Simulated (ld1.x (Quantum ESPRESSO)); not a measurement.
# A PAW potential for hafnium, from input to tests

Aim: build the potential from the settings below, then test how well it stands in for the atom: other configurations, scattering, ghost states and the plane-wave cutoff that it needs.

The numbers are computed with ld1.x (Quantum ESPRESSO) 7.5 (LDA (PZ), scalar-relativistic, spin-unpolarised reference atom).

## (1) Starting point

Typed settings, in words:

* element: hafnium (Hf, Z = 72)
* type: PAW
* frozen core: [Kr] 4d10
* valence charge: 26
* reference configuration: 4f14 5s2 5p6 5d2 6s2 6p0
* partial waves: 5s (bound): rcut 1.45, rcutus 1.65 bohr; 6s (bound): rcut 1.45, rcutus 1.65 bohr; 5p (bound): rcut 1.80, rcutus 2.05 bohr; 6p (bound, empty): rcut 1.80, rcutus 2.05 bohr; 5d (bound): rcut 2.50, rcutus 3.25 bohr; 5d channel at 3.65 Ry: rcut 2.50, rcutus 3.25 bohr; 4f (bound): rcut 0.50, rcutus 0.55 bohr; 4f channel at -0.75 Ry: rcut 0.50, rcutus 0.55 bohr
* local potential: all-electron potential smoothed inside 3.20 bohr (lloc = -1)
* core correction: Bessel-smoothed model core inside 0.45 bohr
* augmentation charge: PSQ, inside the norm-conserving radii

## (2) Generating the potential

The input, Hf.in:

```
 &input
   title='Hf', zed=72., rel=1, dft='PZ', iswitch=3,
   config='[Xe] 4f14 5d2 6s2 6p0',
   nld=4, rlderiv=3.55, eminld=-7.0, emaxld=5.0, deld=0.02
 /
 &inputp
   pseudotype=3, lpaw=.true., tm=.true., lloc=-1, rcloc=3.20,
   nlcc=.true., new_core_ps=.true., rcore=0.45,
   which_augfun='PSQ', rmatch_augfun_nc=.true.,
   file_pseudopw='Hf.UPF', file_wfcaegen='ae.wfc', file_wfcncgen='nc.wfc', file_beta='beta', file_chi='chi', file_wfcusgen='us.wfc'
 /
8
5S  1  0   2.00   0.00  1.45  1.65  0.0
6S  2  0   2.00   0.00  1.45  1.65  0.0
5P  2  1   6.00   0.00  1.80  2.05  0.0
6P  3  1   0.00   0.00  1.80  2.05  0.0
5D  3  2   2.00   0.00  2.50  3.25  0.0
5D  3  2   0.00   3.65  2.50  3.25  0.0
4F  4  3  14.00   0.00  0.50  0.55  0.0
4F  4  3   0.00  -0.75  0.50  0.55  0.0
 &test
   configts(1)='4f14 5s2 5p6 5d2 6s2 6p0'
 /
```

Launch:

```sh
ld1.x < Hf.in > Hf.out
```

Output in Hf.out (without the banner and most projector matrices):

```text
     Program LD1 v.7.5
     --------------------------- All-electron run ----------------------------

     Hf
     scalar relativistic calculation

     atomic number is 72.00
     dft =PZ   lsd =0 sic =0 latt =0  beta=0.20 tr2=1.0E-14
     Exchange-correlation= PZ
                           (   1   1   0   0   0   0   0)
     mesh =1271 r(mesh) =  99.31870 a.u. xmin = -7.00 dx = 0.01250
     1 Ry =  13.60569312 eV, c = 137.03599908

     n l     nl                  e(Ry)          e(Ha)          e(eV)
     1 0     1S 1( 2.00)     -4794.4780     -2397.2390    -65232.1967
     2 0     2S 1( 2.00)      -820.0308      -410.0154    -11157.0871
     2 1     2P 1( 6.00)      -720.3082      -360.1541     -9800.2927
     3 0     3S 1( 2.00)      -186.8054       -93.4027     -2541.6176
     3 1     3P 1( 6.00)      -157.0189       -78.5095     -2136.3510
     4 0     4S 1( 2.00)       -37.5853       -18.7926      -511.3736
     4 1     4P 1( 6.00)       -27.8086       -13.9043      -378.3558
     3 2     3D 1(10.00)      -121.7044       -60.8522     -1655.8734
     5 0     5S 1( 2.00)        -4.9368        -2.4684       -67.1680
     5 1     5P 1( 6.00)        -2.6246        -1.3123       -35.7094
     4 2     4D 1(10.00)       -15.1749        -7.5875      -206.4657
     4 3     4F 1(14.00)        -1.2519        -0.6259       -17.0323
     5 2     5D 1( 2.00)        -0.2111        -0.1056        -2.8727
     6 0     6S 1( 2.00)        -0.3872        -0.1936        -5.2686
     6 1     6P 1( 0.00)        -0.1080        -0.0540        -1.4690

     final scf error:  4.8E-16 reached in  24 iterations

     Etot =  -30138.409397 Ry,  -15069.204699 Ha, -410053.949474 eV

     Ekin =   33018.532914 Ry,   16509.266457 Ha,  449240.026205 eV
     Encl =  -74371.902231 Ry,  -37185.951116 Ha,-1011881.278731 eV
     Eh   =   11812.103472 Ry,    5906.051736 Ha,  160711.854978 eV
     Exc  =    -597.143553 Ry,    -298.571776 Ha,   -8124.551926 eV

     normalization and overlap integrals

     s(1S/1S) =  1.000000  <r> =   0.0190  <r2> =    0.0005  r(max) =   0.0120
     s(2S/2S) =  1.000000  <r> =   0.0804  <r2> =    0.0076  r(max) =   0.0679
     s(2P/2P) =  1.000000  <r> =   0.0717  <r2> =    0.0063  r(max) =   0.0556
     s(3S/3S) =  1.000000  <r> =   0.2088  <r2> =    0.0499  r(max) =   0.1917
     s(3P/3P) =  1.000000  <r> =   0.2087  <r2> =    0.0505  r(max) =   0.1893
     s(4S/4S) =  1.000000  <r> =   0.4685  <r2> =    0.2479  r(max) =   0.4375
     s(4P/4P) =  1.000000  <r> =   0.4979  <r2> =    0.2822  r(max) =   0.4599
     s(3D/3D) =  1.000000  <r> =   0.1890  <r2> =    0.0419  r(max) =   0.1550
     s(5S/5S) =  1.000000  <r> =   1.1343  <r2> =    1.4489  r(max) =   1.0109
     s(5P/5P) =  1.000000  <r> =   1.3431  <r2> =    2.0542  r(max) =   1.1599
     s(4D/4D) =  1.000000  <r> =   0.5354  <r2> =    0.3327  r(max) =   0.4716
     s(4F/4F) =  1.000000  <r> =   0.6772  <r2> =    0.5954  r(max) =   0.4542
     s(5D/5D) =  1.000000  <r> =   2.4926  <r2> =    7.7805  r(max) =   1.7089
     s(6S/6S) =  1.000000  <r> =   3.4238  <r2> =   13.3774  r(max) =   2.8888
     s(6P/6P) =  1.000000  <r> =   5.0253  <r2> =   29.3667  r(max) =   4.0484

     ------------------------ End of All-electron run ------------------------

     --------------------- Generating PAW atomic setup --------------------

      Generating local potential from pseudized AE potential:
      Matching radius rcloc =   3.2000

      Local pseudo, rcloc= 3.233 Estimated cut-off energy=     2.34 Ry

      Computing core charge for nlcc:

       r > 0.45 : true rho core
      Core charge pseudized with two Bessel functions
      Integrated core pseudo-charge :  21.40
      Wfc-us  5S rcutus= 1.646  Estimated cut-off energy=    19.79 Ry
      Wfc-us  6S rcutus= 1.646  Estimated cut-off energy=    38.45 Ry
      Wfc-us  5P rcutus= 2.061  Estimated cut-off energy=    19.97 Ry
      Wfc-us  6P rcutus= 2.061  Estimated cut-off energy=    36.61 Ry
      Wfc-us  5D rcutus= 3.233  Estimated cut-off energy=    11.12 Ry
      Wfc-us  5D rcutus= 3.233  Estimated cut-off energy=    14.63 Ry
      Wfc-us  4F rcutus= 0.548  Estimated cut-off energy=   512.70 Ry
      Wfc-us  4F rcutus= 0.548  Estimated cut-off energy=   514.07 Ry

     Required augmentation: PSQ   radius:    3.250000

     Q pseudized with Bessel functions
     Expected ecutrho=    2305.2405 due to l1=  3   l2=  3

     Estimated PAW energy =-1134.324789 Ryd

     The PAW screened D coefficients
    -3.68601    -0.78807     0.00000     0.00000     0.00000     0.00000
     0.00000     0.00000
    -0.78807    -0.38994     0.00000     0.00000     0.00000     0.00000
     0.00000     0.00000
     0.00000     0.00000    -3.18220    -0.74719     0.00000     0.00000
     0.00000     0.00000
     0.00000     0.00000    -0.74719    -0.44388     0.00000     0.00000
     0.00000     0.00000
     0.00000     0.00000     0.00000     0.00000    -0.43544     0.17634
     0.00000     0.00000
     0.00000     0.00000     0.00000     0.00000     0.17634     0.49018
     0.00000     0.00000
     0.00000     0.00000     0.00000     0.00000     0.00000     0.00000
   -44.12880   -32.48906
     0.00000     0.00000     0.00000     0.00000     0.00000     0.00000
   -32.48906   -24.20188

     The PAW descreened D coefficients (US)
    -6.56695    -1.80847     0.00000     0.00000     0.00000     0.00000
     0.00000     0.00000
    -1.80847    -7.58678     0.00000     0.00000     0.00000     0.00000
     0.00000     0.00000
     0.00000     0.00000    -2.70168    -1.09715     0.00000     0.00000
     0.00000     0.00000
     0.00000     0.00000    -1.09715    -0.91259     0.00000     0.00000
     0.00000     0.00000
     0.00000     0.00000     0.00000     0.00000     0.17522     1.44449
     0.00000     0.00000
     0.00000     0.00000     0.00000     0.00000     1.44449     2.14879
     0.00000     0.00000
     0.00000     0.00000     0.00000     0.00000     0.00000     0.00000
   -44.47569   -32.74294
     0.00000     0.00000     0.00000     0.00000     0.00000     0.00000
   -32.74294   -24.38777

     ------------------- End of pseudopotential generation -------------------

     [... the all-electron block is printed once more ...]


     Computing logarithmic derivative in   3.55055
     Computing logarithmic derivative in   3.55055
     Computing the partial wave expansion
     R is outside the sphere for l=    0 j= 0.00
     R is outside the sphere for l=    0 j= 0.00
     R is outside the sphere for l=    1 j= 0.00
     R is outside the sphere for l=    1 j= 0.00
     R is outside the sphere for l=    2 j= 0.00
     R is outside the sphere for l=    2 j= 0.00
     R is outside the sphere for l=    3 j= 0.00
     R is outside the sphere for l=    3 j= 0.00

     ---------------------- Testing the pseudopotential ----------------------

     Hf
     scalar relativistic calculation

     atomic number is 72.00   valence charge is 26.00
     dft = SLA  PZ   NOGX NOGC   lsd =0 sic =0 latt =0  beta=0.20 tr2=1.0E-14
     mesh =1271 r(mesh) =  99.31870 xmin = -7.00 dx = 0.01250

     n l     nl             e AE (Ry)        e PS (Ry)    De AE-PS (Ry)
     4 3     4F   1(14.00)       -1.25185       -1.25154       -0.00031
     1 0     5S   1( 2.00)       -4.93676       -4.93658       -0.00018
     2 1     5P   1( 6.00)       -2.62460       -2.62443       -0.00017
     3 2     5D   1( 2.00)       -0.21114       -0.21104       -0.00010
     2 0     6S   1( 2.00)       -0.38723       -0.38732        0.00009
     3 1     6P   1( 0.00)       -0.10797       -0.10793       -0.00003

     eps = 9.6E-15  iter = 12

     Etot =  -30138.409397 Ry,  -15069.204699 Ha, -410053.949474 eV
     Etotps = -1134.324790 Ry,    -567.162395 Ha,  -15433.275001 eV

     Ekin =    1081.876390 Ry,     540.938195 Ha,   14719.678157 eV
     Encl =   -2201.362593 Ry,   -1100.681297 Ha,  -29951.063896 eV
     Ehrt =     582.305533 Ry,     291.152766 Ha,    7922.670383 eV
     Ecxc =    -597.144120 Ry,    -298.572060 Ha,   -8124.559644 eV
     (Ecc =     -79.303618 Ry,     -39.651809 Ha,   -1078.980693 eV)

     ---------------------- End of pseudopotential test ----------------------
```

It took 2.6 s on 1 thread, shared host. This counts the later configuration tests of the new file too.

All-electron and pseudo partial waves u(r) = r·R(r), from the program's wave files:

| r (bohr) | 6p AE | 6p PS |
| --- | --- | --- |
| 0.163 | -0.0752 | -0.0310 |
| 0.325 | 0.0938 | -0.1126 |
| 0.488 | 0.0766 | -0.2173 |
| 0.650 | -0.0525 | -0.3091 |
| 0.813 | -0.1550 | -0.3600 |
| 0.975 | -0.1968 | -0.3561 |
| 1.138 | -0.1877 | -0.3017 |
| 1.300 | -0.1451 | -0.2152 |
| 1.463 | -0.0837 | -0.1172 |
| 1.625 | -0.0146 | -0.0255 |
| 1.788 | 0.0561 | 0.0545 |
| 1.950 | 0.1236 | 0.1236 |
| 2.113 | 0.1863 | 0.1863 |
| 2.275 | 0.2424 | 0.2424 |
| 2.438 | 0.2922 | 0.2922 |
| 2.600 | 0.3351 | 0.3351 |
| 2.763 | 0.3718 | 0.3718 |
| 2.925 | 0.4023 | 0.4023 |
| 3.088 | 0.4273 | 0.4273 |
| 3.250 | 0.4472 | 0.4472 |
| 3.413 | 0.4625 | 0.4625 |
| 3.575 | 0.4736 | 0.4736 |
| 3.738 | 0.4810 | 0.4810 |
| 3.900 | 0.4851 | 0.4851 |
| 4.063 | 0.4862 | 0.4862 |
| 4.225 | 0.4848 | 0.4848 |

## (3) Testing the new file in other configurations

The input, Hf.test.in:

```
 &input
   title='Hf', zed=72., rel=1, dft='PZ', iswitch=2,
   config='[Xe] 4f14 5d2 6s2 6p0'
 /
 &test
   file_pseudo='Hf.UPF', nconf=10,
   configts(1)='4f14 5s2 5p6 5d2 6s2 6p0',
   configts(2)='4f14 5s2 5p6 5d2 6s1 6p0',
   configts(3)='4f14 5s2 5p6 5d2 6s0 6p0',
   configts(4)='4f14 5s2 5p6 5d1 6s0 6p0',
   configts(5)='4f14 5s2 5p6 5d1 6s2 6p0',
   configts(6)='4f14 5s2 5p5 5d2 6s2 6p0',
   configts(7)='4f14 5s2 5p6 5d1 6s2 6p1',
   configts(8)='4f14 5s2 5p6 5d2 6s0 6p1',
   configts(9)='4f14 5s2 5p6 5d2 6s2 6p0', lsdts(9)=1,
   configts(10)='4f14 5s2 5p6 5d2 6s1 6p0', lsdts(10)=1
 /
```

Launch:

```sh
ld1.x < Hf.test.in > Hf.test.out
```

Hf.test.out, the pseudopotential blocks, each with the warnings that came before it:

```text
     ---------------------- Testing the pseudopotential ----------------------

     Hf
     scalar relativistic calculation

     atomic number is 72.00   valence charge is 26.00
     dft =SLA  PZ   NOGX NOGC   lsd =0 sic =0 latt =0  beta=0.20 tr2=1.0E-14
     mesh =1271 r(mesh) =  99.31870 xmin = -7.00 dx = 0.01250

     n l     nl             e AE (Ry)        e PS (Ry)    De AE-PS (Ry)
     4 3     4F   1(14.00)       -1.25185       -1.25154       -0.00031
     1 0     5S   1( 2.00)       -4.93676       -4.93658       -0.00018
     2 1     5P   1( 6.00)       -2.62460       -2.62443       -0.00017
     3 2     5D   1( 2.00)       -0.21114       -0.21104       -0.00010
     2 0     6S   1( 2.00)       -0.38723       -0.38732        0.00009
     3 1     6P   1( 0.00)       -0.10797       -0.10793       -0.00003

     eps = 4.3E-15  iter = 13

     Etot =  -30138.409397 Ry,  -15069.204699 Ha, -410053.949474 eV
     Etotps = -1134.324791 Ry,    -567.162396 Ha,  -15433.275013 eV

     Ekin =    1081.876391 Ry,     540.938196 Ha,   14719.678179 eV
     Encl =   -2201.362598 Ry,   -1100.681299 Ha,  -29951.063955 eV
     Ehrt =     582.305535 Ry,     291.152767 Ha,    7922.670411 eV
     Ecxc =    -597.144120 Ry,    -298.572060 Ha,   -8124.559647 eV
     (Ecc =     -79.303618 Ry,     -39.651809 Ha,   -1078.980693 eV)

     ---------------------- End of pseudopotential test ----------------------

     Warning: n=1, l=0 expected 0 nodes, found 1
     Warning: n=2, l=1 expected 0 nodes, found 1
     Warning: n=4, l=3 expected 0 nodes, found 1
     ---------------------- Testing the pseudopotential ----------------------

     Hf
     [...]
     n l     nl             e AE (Ry)        e PS (Ry)    De AE-PS (Ry)
     4 3     4F   1(14.00)       -1.76880       -1.80108        0.03228  !
     1 0     5S   1( 2.00)       -5.45345       -5.46987        0.01642  !
     2 1     5P   1( 6.00)       -3.14122       -3.15356        0.01234  !
     3 2     5D   1( 2.00)       -0.69706       -0.70461        0.00755  !
     2 0     6S   1( 1.00)       -0.82771       -0.80554       -0.02217  !
     3 1     6P   1( 0.00)       -0.47939       -0.48293        0.00354

     eps = 7.5E-15  iter = 51

     Etot =  -30137.806834 Ry,  -15068.903417 Ha, -410045.751188 eV
     Etotps = -1133.734342 Ry,    -566.867171 Ha,  -15425.241538 eV
     dEtot_ae =       0.602563 Ry
     dEtot_ps =       0.590450 Ry,   Delta E=       0.012113 Ry

     [...]
     ---------------------- End of pseudopotential test ----------------------

     Warning: n=3, l=2 expected 0 nodes, found 1
     ---------------------- Testing the pseudopotential ----------------------

     Hf
     [...]
     n l     nl             e AE (Ry)        e PS (Ry)    De AE-PS (Ry)
     4 3     4F   1(14.00)       -2.37128       -2.39435        0.02308  !
     1 0     5S   1( 2.00)       -6.05513       -6.06553        0.01041  !
     2 1     5P   1( 6.00)       -3.74035       -3.73854       -0.00180
     3 2     5D   1( 2.00)       -1.25073       -1.24745       -0.00328
     2 0     6S   1( 0.00)       -1.30828       -1.26304       -0.04524  !
     3 1     6P   1( 0.00)       -0.89133       -0.88886       -0.00247

     eps = 8.4E-15  iter = 37

     Etot =  -30136.740928 Ry,  -15068.370464 Ha, -410031.248794 eV
     Etotps = -1132.701267 Ry,    -566.350634 Ha,  -15411.185842 eV
     dEtot_ae =       1.668469 Ry
     dEtot_ps =       1.623524 Ry,   Delta E=       0.044945 Ry

     [...]
     ---------------------- End of pseudopotential test ----------------------
```

7 tests gave no usable energy difference (4f14 5s2 5p6 5d1 6s0 6p0; 4f14 5s2 5p6 5d1 6s2 6p0; 4f14 5s2 5p5 5d2 6s2 6p0; 4f14 5s2 5p6 5d1 6s2 6p1; others); the test run stopped with "negative rho".

Energies count from the reference configuration 4f14 5s2 5p6 5d2 6s2 6p0; the error is all-electron less pseudo. A star marks tests that logged a warning.

| valence configuration | charge | ΔE all-electron (eV) | error AE − PS (meV) |
| --- | --- | --- | --- |
| 4f14 5s2 5p6 5d2 6s1 6p0 * | +1 | 8.198 | +165 |
| 4f14 5s2 5p6 5d2 6s0 6p0 * | +2 | 22.701 | +612 |

## (4) Scattering by logarithmic derivatives

Taken from the files of the generation run. The phase is arctan(r·u′/u) with u = r·R, unwrapped, with energies in Ry. A pole is an energy at which the radial function vanishes at the test radius. The pseudo phase is shifted by a multiple of π to meet the all-electron one at the reference energy. Levels narrower than the energy grid can be missing from the poles. n/a: a narrow level or a reset projector energy made the automatic matching unsafe. The last column is the largest difference on the grid between −1 and +1 Ry.

```tsv
channel	radius (bohr)	reference (Ry)	poles AE	poles PS	window around the reference with phases within 0.05 rad (Ry)	largest difference near zero (rad)
s	3.55	-0.39	0.46	0.46	n/a	n/a
p	3.55	-0.11	-2.61, 1.41	-2.61, 1.42	below 3.2	0.001
d	3.55	-0.21	0.03, 3.21	0.03, 3.21	the whole range	0.004
f	3.55	-1.25	2.25	2.32	below 3.1	0.009
```

Phases (rad) along the scan:

| E (Ry) | f AE | f PS | p AE | p PS |
| --- | --- | --- | --- | --- |
| -7.00 | 1.468 | 1.468 | 1.461 | 1.461 |
| -6.48 | 1.464 | 1.464 | 1.456 | 1.456 |
| -5.96 | 1.460 | 1.460 | 1.451 | 1.451 |
| -5.44 | 1.455 | 1.455 | 1.445 | 1.445 |
| -4.92 | 1.450 | 1.450 | 1.438 | 1.438 |
| -4.40 | 1.444 | 1.444 | 1.429 | 1.429 |
| -3.88 | 1.436 | 1.436 | 1.418 | 1.418 |
| -3.36 | 1.427 | 1.427 | 1.403 | 1.403 |
| -2.84 | 1.417 | 1.417 | 1.374 | 1.374 |
| -2.32 | 1.403 | 1.403 | -1.760 | -1.760 |
| -1.80 | 1.386 | 1.386 | -1.800 | -1.800 |
| -1.28 | 1.347 | 1.347 | -1.857 | -1.857 |
| -0.76 | 1.328 | 1.328 | -1.975 | -1.975 |
| -0.24 | 1.266 | 1.266 | -2.392 | -2.392 |
| 0.28 | 1.132 | 1.133 | -4.050 | -4.049 |
| 0.80 | 0.609 | 0.618 | -4.554 | -4.553 |
| 1.32 | -1.039 | -1.017 | -4.695 | -4.694 |
| 1.84 | -1.454 | -1.440 | -4.779 | -4.777 |
| 2.36 | -1.595 | -1.578 | -4.860 | -4.855 |
| 2.88 | -1.709 | -1.675 | -4.996 | -4.979 |
| 3.40 | -1.921 | -1.802 | -5.477 | -5.364 |
| 3.92 | -3.366 | -2.194 | -7.204 | -7.034 |
| 4.44 | -4.433 | -3.990 | -7.618 | -7.578 |
| 4.96 | -4.597 | -4.473 | -7.734 | -7.713 |

## (5) Plane-wave convergence, by spherical Bessel functions

A separate test, outside the generator: the pseudo-atom's Hamiltonian at the reference potential is diagonalised in spherical Bessel functions j_l(qr) that vanish at 20 bohr, with q² up to the cutoff.

Even at 400 Ry an occupied level stays 29 mRy from its reference, so no cutoffs are read. The ghost test is not conclusive.

## (6) What came out

```
                                                quantity                                                                                      value
                                                 cutoffs                                                                             not determined
                                            bound ghosts                                                                             not determined
                            largest test error (AE − PS)  +612 meV, for 4f14 5s2 5p6 5d2 6s0 6p0 (one of 2 tests with a warning) (7 tests unsolved)
largest phase difference near zero energy, channels read                                                                                  0.009 rad
         lowest eigenvalue of the overlap (Bessel basis)                                                                                  0.126 (p)
               density cutoff estimated by the generator                                                                                    2305 Ry
```

What this shows: The worst unpolarised test, 4f14 5s2 5p6 5d2 6s0 6p0, is off by 612 meV on 22.7 eV; by total energies transferability rates as poor. The test run broke off, so later configurations gave nothing; the verdict rests on few tests. Even at 400 Ry an occupied level stays 29 mRy from its reference, so no cutoffs are read. Ghosts could not be judged. Near zero energy the phases of the channels with partial waves that could be evaluated agree within 0.009 rad. These are tests on the free atom; a crystal test is still owed.
